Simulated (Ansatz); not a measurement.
**AlAsClH5Si: small, medium and large basis sets**

One table from this session's results is given with a row withheld; the runs are named, their logs left out.

Method: one geometry, several basis sets; program: Ansatz 0.2.0, Gaussian basis.

Plan: PBE0-D4/def2-SVP; ωB97M-V/def2-SVP; PBE0-D4/def2-QZVPP; ωB97M-V/def2-QZVPP; the functionals' def2-TZVPP values are taken from earlier runs.

## Structure used throughout

All runs share one geometry, relaxed beforehand with PBE0-D4 in a triple-zeta def2 set.

SMILES `[AlH2][SiH](Cl)[AsH2]`, 9 atoms, charge 0, spin multiplicity 1.

Atoms are counted from 1 here; the program's logs count them from 0.

Bond lengths: Al1–Si2 2.457 Å, Al1–H5 1.588 Å, Al1–H6 1.585 Å, Si2–Cl3 2.080 Å, Si2–As4 2.371 Å, Si2–H7 1.490 Å, As4–H8 1.522 Å, As4–H9 1.521 Å. Angles: Si2–Al1–H5 119.2°, Si2–Al1–H6 120.0°, H5–Al1–H6 120.8°, Al1–Si2–Cl3 110.1°, Al1–Si2–As4 110.9°, Al1–Si2–H7 113.1°, Cl3–Si2–As4 112.1°, Cl3–Si2–H7 105.9°, As4–Si2–H7 104.7°, Si2–As4–H8 92.4°, Si2–As4–H9 92.4°, H8–As4–H9 92.6°.

The first run:

in.yaml

```yaml
crystal:
  periodic: [false, false, false]
  atoms:
    - {symbol: Al, position_ang: [-1.280489, 1.586719, 0.327251]}
    - {symbol: Si, position_ang: [0.655973, 0.214521, -0.307354]}
    - {symbol: Cl, position_ang: [2.113508, 0.310377, 1.172813]}
    - {symbol: As, position_ang: [-0.001542, -2.016690, -0.766814]}
    - {symbol: H, position_ang: [-2.307378, 2.043426, -0.794270]}
    - {symbol: H, position_ang: [-1.519155, 1.963976, 1.848036]}
    - {symbol: H, position_ang: [1.316473, 0.678936, -1.559967]}
    - {symbol: H, position_ang: [-0.312246, -2.294984, 0.697202]}
    - {symbol: H, position_ang: [1.423357, -2.532481, -0.633898]}
basis:
  gaussian: {orbitals: def2-SVP}
hamiltonian: {xc: pbe0, dispersion: d4}
output: {orbitals: {seedname: orbitals}}
```

The run is started by

```
$ ansatz run in.yaml --threads 4 --pin off --events-out ev --progress --plain --max-ram 10444MiB
```

Among the steps run: PBE0-D4 in def2-SVP; ωB97M-V in def2-SVP; PBE0-D4 in def2-QZVPP; ωB97M-V in def2-QZVPP.

One table of the session follows, with a row left open; its other results are not shown here.

It belongs to the step «Functionals by basis». 

```
functional       basis  HOMO (eV)  LUMO (eV)
   PBE0-D4    def2-SVP          ?          ?
   PBE0-D4  def2-TZVPP      -7.22      -2.38
   PBE0-D4  def2-QZVPP      -7.24      -2.40
   ωB97M-V    def2-SVP      -9.09      -0.70
   ωB97M-V  def2-TZVPP      -9.15      -0.76
   ωB97M-V  def2-QZVPP      -9.17      -0.85
```

**Question.** Estimate the row for PBE0-D4, def2-SVP.

As computed: HOMO (eV): -7.20; LUMO (eV): -2.38. In the column «HOMO (eV)» it is the highest.
